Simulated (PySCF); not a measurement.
# C7H8O: electronic excitations

Aim: predict the electronic excitations of C7H8O (`O=C[C@@]12C=CC[C@@H]1C2`).

The runs use PySCF 2.14.0, with density-fitted response routines of our own; the level of theory stands in each step. All values are computed, except where a source is named. Atoms count from 0, in the outputs and in this text.

### 1 The starting structure

16 atoms, charge 0, multiplicity 1; geometry from: GFN2-xTB.

Bonds of the start (Å): O0–C1 1.21, C1–C2 1.46, C2–C3 1.48, C3–C4 1.33, C4–C5 1.50, C5–C6 1.52, C6–C7 1.48, C6–C2 1.54, C7–C2 1.53, C1–H8 1.11, C3–H9 1.08, C4–H10 1.08, C5–H11 1.09, C5–H12 1.09, C6–H13 1.08, C7–H14 1.08, C7–H15 1.08.

### 2 TDDFT and polarisability: CAM-B3LYP/def2-SVPD

Job settings and geometry (Å):

```
{"job": {"kind": "uv", "xc": "CAM-B3LYP", "basis": "def2-SVPD", "nstates": 8, "ntriplets": 3}, "charge": 0, "multiplicity": 1}
O     -2.599014    -0.536969    -1.367551
C     -1.681792    -1.092337    -0.817018
C     -0.631830    -0.427848    -0.045286
C      0.494033    -1.175125     0.562928
C      1.620060    -0.475574     0.523535
C      1.457965     0.848130    -0.170447
C     -0.021612     0.911940    -0.490908
C     -0.964399     0.889730     0.648449
H     -1.568786    -2.194884    -0.867820
H      0.366088    -2.157270     0.982575
H      2.570364    -0.781784     0.924952
H      1.770046     1.674959     0.472057
H      2.066572     0.886702    -1.077081
H     -0.338663     1.355033    -1.422512
H     -0.583427     1.019789     1.650188
H     -1.963205     1.264452     0.482528
```

Method: TDDFT CAM-B3LYP/def2-SVPD, vertical, gas phase, core orbitals frozen in the response.

On the command line:

```bash
OMP_NUM_THREADS=1 python probes_run.py task.json out
```

One launch serves the whole session: the jobs run in the order shown.

Predict these results of the whole session: lowest singlet (CAM-B3LYP/def2-SVPD); brightest single state of those computed; lowest triplet.

**Answer**, as computed:

| quantity | value |
| --- | --- |
| lowest singlet (CAM-B3LYP/def2-SVPD) | 4.29 eV (289 nm), f = 0.000 |
| brightest single state of those computed | state 3, 6.53 eV, f = 0.176 |
| lowest triplet | 3.74 eV |

**Reading.** The first singlet state (HOMO−1→LUMO 0.70, HOMO→LUMO 0.19) lies at 4.29 eV and is dark; of the 8 states computed, the strongest absorption comes from state 3 at 6.53 eV. The lowest triplet lies 0.56 eV below the lowest singlet (triplets in Tamm-Dancoff, singlets in full TDDFT).
